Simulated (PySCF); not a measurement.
# CH4F2Si (SMILES C[SiH](F)F): r2SCAN/cc-pVDZ

Aim: the energy change on altering one bond length of CH4F2Si at r2SCAN/cc-pVDZ, from 2 runs. 

The calculation is run with PySCF 2.14.0.

2 further runs of the same task are left out: 2 set aside as unsound or not needed.

## 1. The system as given

CH4F2Si has 8 atoms, charge 0, and is taken as a singlet. SMILES: `C[SiH](F)F`. Geometry: relaxed at PBE0-D4/def2-TZVP.

Bond lengths: C1–Si2 1.840 Å, Si2–F3 1.591 Å, Si2–F4 1.591 Å, C1–H5 1.092 Å, C1–H6 1.093 Å, C1–H7 1.093 Å, Si2–H8 1.477 Å. Some angles: C1–Si2–F3 109.8°, C1–Si2–F4 109.8°, F3–Si2–F4 106.8°, C1–Si2–H8 114.8°, F3–Si2–H8 107.6°, F4–Si2–H8 107.6°, Si2–C1–H5 110.7°, Si2–C1–H6 110.6°, Si2–C1–H7 110.6°, H5–C1–H6 108.3°.

## 2. A single-point energy at r2SCAN/cc-pVDZ

calc.py

```python
from pyscf import gto, dft

mol = gto.M(
    atom='''
C     -0.731513     1.666172    -0.330135
Si     0.622287    -1.464916     0.341285
F      3.621282    -1.281801     0.428401
F     -0.066896    -3.371082    -1.878388
H     -0.025322     2.398062    -2.126698
H     -0.231869     3.006554     1.158969
H     -2.790748     1.557890    -0.437283
H     -0.223177    -2.618593     2.738213
''',
    verbose=3,
    spin=0,
    basis='cc-pvdz',
    max_memory=1860,
    unit='bohr',
    charge=0,
)

mf = dft.RKS(mol)
mf.xc = 'r2scan'
mf.grids.level = 5
mf.conv_tol = 1e-10
mf.kernel()
if not mf.converged:
    mf = mf.newton().run(mf.mo_coeff, mf.mo_occ)

e_final = mf.e_tot
print(f'total energy: {e_final:.8f} hartree')
```

Launch:

```bash
$ OMP_NUM_THREADS=1 python calc.py
```

Output:

```text
converged SCF energy = -529.683245022783
total energy: -529.68324502 hartree
```

It took 30 s on 1 thread of Intel Xeon at 2.70GHz, shared host; peak memory 0.42 GiB.

## 3. The distorted shape

start.xyz

```xyz
8
CH4F2Si
C     -0.602015     1.378759    -0.281288
Si     0.329300    -0.775200     0.180600
F      1.916300    -0.678300     0.226700
F     -0.035400    -1.783900    -0.994000
H     -0.228315     1.766059    -1.231988
H     -0.337615     2.088059     0.506712
H     -1.691715     1.321459    -0.337988
H     -0.118100    -1.385700     1.449000
```

input.py

```python
from pyscf import gto, dft

system = gto.M(
    atom='start.xyz',
    max_memory=1860,
    basis='cc-pvdz',
    verbose=3,
    spin=0,
)

mf = dft.RKS(system, xc='r2scan')
mf.grids.level = 5
mf.conv_tol = 1e-10
mf.kernel()
if not mf.converged:
    mf = mf.newton().run(mf.mo_coeff, mf.mo_occ)

energy = mf.e_tot
print(f'total energy: {energy:.8f} hartree')
```

Launch:

```bash
$ OMP_NUM_THREADS=1 python input.py
```

Output:

```text
converged SCF energy = -529.631810622062
total energy: -529.63181062 hartree
```

Run time: 25 s. Hardware: 1 thread of Intel Xeon at 2.70GHz, shared host; peak memory 0.42 GiB.

## 4. Summary of results

Level: r2SCAN/cc-pVDZ.

| quantity | value |
| --- | --- |
| first shape: total energy | -529.68325 Eh |
| first shape: dipole moment | 2.13 D |
| first shape: HOMO energy | -8.13 eV |
| first shape: LUMO energy | 1.13 eV |
| first shape: HOMO–LUMO gap | 9.26 eV |
| distorted shape: total energy | -529.63181 Eh |
| distorted shape: dipole moment | 1.51 D |
| distorted shape: HOMO energy | -7.26 eV |
| distorted shape: LUMO energy | -0.63 eV |
| distorted shape: HOMO–LUMO gap | 6.62 eV |
| energy change with the C1–Si2 bond stretched from 1.840 to 2.392 Å | 1.400 eV |

With the C1–Si2 bond stretched from 1.840 to 2.392 Å the energy rises by 1.40 eV (32 kcal/mol). The first shape isn't relaxed at this level, so the change isn't measured from a minimum. Mulliken charges (distorted shape) run from -0.36 on C1 to +0.84 on Si2; they depend strongly on the basis.
